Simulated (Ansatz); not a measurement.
# LaFeSiH: the cost of one run

Method: DFT PBE, scalar-relativistic, plane waves, PAW, in Ansatz 0.2.0.

## Step 1: The structure to begin with

The structure is tetragonal, space group P4/nmm (No. 129). The conventional cell has a = 4.031 Å, b = 4.031 Å, c = 7.929 Å, α = 90.00°, β = 90.00°, γ = 90.00°. Around La (site symmetry 4mm) lie 4 H at 2.46 Å. Around Fe (site symmetry -4m2) lie 4 Si at 2.28 Å. Si (site symmetry 4mm) is surrounded by 4 Fe at 2.28 Å. H (site symmetry -4m2) has 4 La at 2.46 Å as nearest neighbours.

Coordinates:

```
La Fe Si H
1.0
     4.03123    0.00000    0.00000
     0.00000    4.03123    0.00000
     0.00000    0.00000    7.92941
La Fe Si H
2 2 2 2
Direct
  0.50000 0.00000 0.67718
  0.00000 0.50000 0.32282
  0.00000 0.00000 0.00000
  0.50000 0.50000 0.00000
  0.50000 0.00000 0.13446
  0.00000 0.50000 0.86554
  0.50000 0.50000 0.50000
  0.00000 0.00000 0.50000
```

An earlier run at PBE left this cell at 16.107 Å³/atom and 0.01 GPa (4×4×2 mesh).

## Step 2: Antiferromagnetic, in the cell as typed

Contents of input.yaml:

```yaml
crystal:
  lattice:
    - [4.0312301575, 0.0, 0.0]
    - [0.0, 4.0312301575, 0.0]
    - [0.0, 0.0, 7.9294140873]
  atoms:
    - { symbol: La, position: [0.5, 0.0, 0.677183824] }
    - { symbol: La, position: [0.0, 0.5, 0.322816176] }
    - { symbol: Fe, position: [0.0, 0.0, 0.0], spin: 2.5 }
    - { symbol: Fe, position: [0.5, 0.5, 0.0], spin: -2.5 }
    - { symbol: Si, position: [0.5, 0.0, 0.1344617314] }
    - { symbol: Si, position: [0.0, 0.5, 0.8655382686] }
    - { symbol: H, position: [0.5, 0.5, 0.5] }
    - { symbol: H, position: [0.0, 0.0, 0.5] }
basis:
  ecutwfc: 300
  ecutrho_ratio: 4
kpoints:
  mp_grid: { grid: [4, 4, 2] }
hamiltonian:
  xc: pbe
scf:
  occupations: { method: gaussian, width: 0.05 }
  lower_state_search: "off"
output:
  forces: true
  stress: true
  eigenvalues: true
  populations: true
magnetization:
  spin_polarized: true
```

Launch:

```bash
$ ansatz run input.yaml --threads 2 --pin off --max-ram 5120MiB --backend cpu --events-out ev --progress --plain --runs-dir out
```

Q: Estimate wall time and peak memory on 2 threads of Arm Neoverse V2, shared host.

About 9 s, with a peak of 0.39 GiB.
